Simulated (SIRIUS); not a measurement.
**AlBN under changes of volume**

One of the cells (12.857 Å³/atom); the others are scaled copies at fixed shape and fractional positions:

```
CELL_PARAMETERS angstrom
2.66314 0.00000 0.00000
0.00000 2.66314 0.00000
0.00000 0.00000 5.43842
ATOMIC_POSITIONS crystal
Al 0.50000 0.50000 0.00000
B 0.50000 0.50000 0.50000
N 0.00000 0.00000 0.00000
```

The cell was built by a generator and needn't be a form met in nature.

| Property | Result |
| --- | --- |
| Program | SIRIUS 7.10.0 |
| Functional | PBE |
| Potentials or basis | PseudoDojo 0.4.1 PBE standard (scalar relativistic) |
| Cutoff | 1152 eV |
| Density cutoff | 4606 eV |
| k mesh | 10 × 10 × 5 |
| Occupations | fermi-dirac, width 0.05 eV |
| Spin | no spin polarisation |

```csv
volume (Å³/atom),energy over the lowest point (meV/atom),pressure (GPa)
11.849,17.53,8.8
12.101,6.36,5.5
12.353,?,?
12.857,0.00,-2.4
13.109,5.54,-4.6
13.361,14.31,-6.5
```

Problem. What does the run at 12.353 Å³/atom give?

Solution. Energy over the lowest point 0.01 meV/atom; pressure 2.6 GPa.

Worked out: A Birch-Murnaghan fit of order 3 (a polynomial in V^(-2/3)) to the other rows has its minimum at 12.60 Å³/atom with B0 = V·E''(V) = 126 GPa and B' = 4.0 at fixed shape and positions, which overstates the stiffness. It gives 0.02 meV/atom at 12.353 Å³/atom, against the run's 0.01, and -dE/dV = 2.6 GPa, against 2.6.

Energies are extrapolated to zero smearing.
